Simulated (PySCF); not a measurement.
**One shape, several levels: C2H6BrNSi (SMILES [H]/N=C/C[SiH2]Br)**

We compute a comparison of 6 runs (HF/def2-SVP, B3LYP/6-31G*, BP86/6-31G*, B3LYP/cc-pVDZ, PBE0/def2-SVP, wB97X/def2-SVP) of C2H6BrNSi. Input form: a Python script.

The calculation is run with PySCF 2.14.0.

**1. The molecule**

The species is C2H6BrNSi (11 atoms), meant as a singlet with charge 0. As SMILES, `[H]/N=C/C[SiH2]Br`. The coordinates come from a GFN2-xTB relaxation. This is one conformer, not always the lowest.

Bond lengths: N1–C2 1.254 Å, C2–C3 1.482 Å, C3–Si4 1.904 Å, Si4–Br5 2.209 Å, N1–H6 1.016 Å, C2–H7 1.103 Å, C3–H8 1.090 Å, C3–H9 1.091 Å, Si4–H10 1.455 Å, Si4–H11 1.457 Å. Some angles: N1–C2–C3 120.3°, C2–C3–Si4 110.5°, C3–Si4–Br5 109.6°, N1–C2–H7 125.0°, C3–C2–H7 114.6°, C2–N1–H6 116.3°, C2–C3–H8 109.9°, C2–C3–H9 109.0°, Si4–C3–H8 108.5°, Si4–C3–H9 109.9°.

**2. Energy and gradient at HF/def2-SVP (run 1)**

input.py reads:

```python
from pyscf import gto

molecule = gto.Mole()
molecule.atom = [
    ('N', (-1.412210, 0.655090, 1.433380)),
    ('C', (-0.220700, 0.353690, 1.186370)),
    ('C', (0.093360, -0.788070, 0.294560)),
    ('Si', (0.651730, -0.163840, -1.415450)),
    ('Br', (-1.053400, 0.788250, -2.448440)),
    ('H', (-1.557320, 1.464130, 2.031050)),
    ('H', (0.661330, 0.897460, 1.564010)),
    ('H', (0.897800, -1.385010, 0.724610)),
    ('H', (-0.794620, -1.412830, 0.190490)),
    ('H', (1.063580, -1.281220, -2.251930)),
    ('H', (1.670440, 0.872340, -1.308650)),
]
molecule.max_memory = 1860
molecule.basis = 'def2-svp'
molecule.verbose = 3
molecule.build()

mf = molecule.RHF()
mf.conv_tol = 1e-10
mf.kernel()
if not mf.converged:
    mf = mf.newton().run(mf.mo_coeff, mf.mo_occ)

etot = mf.e_tot
print('E = %.10f Eh' % etot)
grad = mf.nuc_grad_method().kernel()
mf.analyze()
```

On the command line:

```bash
$ OMP_NUM_THREADS=1 python input.py
```

What it wrote:

```text
converged SCF energy = -2994.55243115324
[... 11 lines left out ...]
MO #2   energy= -68.7986024433843  occ= 2
[... 14 lines left out ...]
MO #17  energy= -4.27739554221453  occ= 2
[... 14 lines left out ...]
MO #32  energy= -0.515541321181079 occ= 2
[... 14 lines left out ...]
MO #47  energy= 0.354375177965577  occ= 0
[... 14 lines left out ...]
MO #62  energy= 0.746232629312608  occ= 0
[... 14 lines left out ...]
MO #77  energy= 1.07866546442794   occ= 0
[... 14 lines left out ...]
MO #92  energy= 1.91172377834069   occ= 0
[... 14 lines left out ...]
MO #107 energy= 2.70968304816093   occ= 0
[... 14 lines left out ...]
MO #122 energy= 4.1668068473874    occ= 0
[... 12 lines left out ...]
Dipole moment(X, Y, Z, Debye):  2.94604, -0.31441,  1.60693
```

Run time: 47 s. Hardware: 1 thread of Intel Xeon at 2.50GHz (Skylake/Cascade Lake), shared host; peak memory 0.33 GiB.

**3. Energy and forces at B3LYP/6-31G(d) (spherical functions) (run 2)**

input.py reads:

```python
# N=CC[SiH2]Br
import pyscf.grad
from pyscf import gto, dft

molecule = gto.M(
    atom='''
N       -1.412210       0.655090       1.433380
C       -0.220700       0.353690       1.186370
C        0.093360      -0.788070       0.294560
Si       0.651730      -0.163840      -1.415450
Br      -1.053400       0.788250      -2.448440
H       -1.557320       1.464130       2.031050
H        0.661330       0.897460       1.564010
H        0.897800      -1.385010       0.724610
H       -0.794620      -1.412830       0.190490
H        1.063580      -1.281220      -2.251930
H        1.670440       0.872340      -1.308650
''',
    spin=0,
    verbose=3,
    basis='6-31g*',
    max_memory=1860,
    charge=0,
)

calc0 = dft.RKS(molecule)
calc0.xc = 'b3lyp'
calc0.conv_tol = 1e-10
calc0.grids.level = 5
calc0.kernel()
if not calc0.converged:
    calc0 = calc0.newton().run(calc0.mo_coeff, calc0.mo_occ)

e_final = calc0.e_tot
print('Final energy', e_final)
grad = calc0.Gradients().kernel()
calc0.analyze()
```

On the command line:

```bash
$ OMP_NUM_THREADS=1 python input.py
```

What it wrote:

```text
converged SCF energy = -2997.96154407188
Final energy -2997.9615440718767
[... 21 lines left out ...]
MO #13  energy= -6.51458245758262  occ= 2
[... 12 lines left out ...]
MO #26  energy= -0.582543321985155 occ= 2
[... 12 lines left out ...]
MO #39  energy= -0.00228532436762034 occ= 0
[... 12 lines left out ...]
MO #52  energy= 0.331522115329288  occ= 0
[... 12 lines left out ...]
MO #65  energy= 0.658989978448762  occ= 0
[... 12 lines left out ...]
MO #78  energy= 1.01996970150219   occ= 0
[... 12 lines left out ...]
MO #91  energy= 2.07971144773148   occ= 0
[... 12 lines left out ...]
MO #104 energy= 4.91723939045021   occ= 0
[... 12 lines left out ...]
Dipole moment(X, Y, Z, Debye):  2.68466, -0.42179,  1.66267
```

Wall time 2.1 min (1 thread of Intel Xeon at 2.50GHz (Skylake/Cascade Lake), shared host); peak memory 1 GiB.

Runs 3 to 5 aren't shown in full; the table further down has their settings and results.

**4. Energy and forces at wB97X/def2-SVP (run 6)**

job.py reads:

```python
# N=CC[SiH2]Br
from pyscf import gto, dft

mol = gto.Mole()
mol.atom = [
    ('N', (-1.412210, 0.655090, 1.433380)),
    ('C', (-0.220700, 0.353690, 1.186370)),
    ('C', (0.093360, -0.788070, 0.294560)),
    ('Si', (0.651730, -0.163840, -1.415450)),
    ('Br', (-1.053400, 0.788250, -2.448440)),
    ('H', (-1.557320, 1.464130, 2.031050)),
    ('H', (0.661330, 0.897460, 1.564010)),
    ('H', (0.897800, -1.385010, 0.724610)),
    ('H', (-0.794620, -1.412830, 0.190490)),
    ('H', (1.063580, -1.281220, -2.251930)),
    ('H', (1.670440, 0.872340, -1.308650)),
]
mol.basis = 'def2-svp'
mol.verbose = 3
mol.max_memory = 1860
mol.build()

mf = dft.RKS(mol, xc='wb97x')
mf.conv_tol = 1e-10
mf.grids.level = 5
mf.kernel()
if not mf.converged:
    mf = mf.newton().run(mf.mo_coeff, mf.mo_occ)

e_final = mf.e_tot
print('E(%s) = %.9f' % ('WB97X', e_final))
grad = mf.nuc_grad_method().kernel()
mf.analyze()
```

On the command line:

```bash
$ OMP_NUM_THREADS=1 python job.py
```

What it wrote:

```text
converged SCF energy = -2997.73356098735
[... 11 lines left out ...]
MO #2   energy= -66.1514423336651  occ= 2
[... 14 lines left out ...]
MO #17  energy= -3.77766610058005  occ= 2
[... 14 lines left out ...]
MO #32  energy= -0.477626071779359 occ= 2
[... 14 lines left out ...]
MO #47  energy= 0.300945946203677  occ= 0
[... 14 lines left out ...]
MO #62  energy= 0.643718573666514  occ= 0
[... 14 lines left out ...]
MO #77  energy= 0.930159688979053  occ= 0
[... 14 lines left out ...]
MO #92  energy= 1.75067933396897   occ= 0
[... 14 lines left out ...]
MO #107 energy= 2.50191677486809   occ= 0
[... 14 lines left out ...]
MO #122 energy= 3.8001140547613    occ= 0
[... 12 lines left out ...]
Dipole moment(X, Y, Z, Debye):  2.55264, -0.25052,  1.49792
```

It took 2.7 min on 1 thread of Intel Xeon at 2.50GHz (Skylake/Cascade Lake), shared host; peak memory 1.3 GiB.

**5. All runs side by side**

```tsv
run	level	integration grid	energy (Eh)	dipole moment (D)	HOMO energy (eV)	LUMO energy (eV)	wall time
1	HF/def2-SVP	–	-2994.552431	3.37	-10.86	3.93	47 s
2	B3LYP/6-31G* (spherical functions)	5	-2997.961544	3.19	-6.99	-0.13	2.1 min
3	BP86/6-31G* (spherical functions)	5	-2998.210091	3.05	-5.81	-1.12	2.1 min
4	B3LYP/cc-pVDZ	5	-2998.267536	2.76	-6.99	-0.21	2.4 min
5	PBE0/def2-SVP	5	-2997.165941	2.88	-7.32	-0.09	1.9 min
6	wB97X/def2-SVP	5	-2997.733561	2.97	-9.79	2.21	2.7 min
```

**6. Outcome**

| quantity | value |
| --- | --- |
| run 6: total energy | -2997.73356 Eh |
| run 6: dipole moment | 2.97 D |
| run 6: HOMO energy | -9.79 eV |
| run 6: LUMO energy | 2.21 eV |
| run 6: HOMO–LUMO gap | 12.00 eV |
| run 6: largest force on an atom | 1.193 eV/Å |

**Reading.** The dipole moment (its size) runs from 2.76 D (B3LYP/cc-pVDZ) to 3.37 D (HF/def2-SVP). The two ends differ in method and basis. The HOMO–LUMO gap runs from 4.69 eV (BP86/6-31G*) to 14.79 eV (HF/def2-SVP). Totals of different functionals can't be ranked against each other. All runs together took 12 min, the longest 2.7 min.
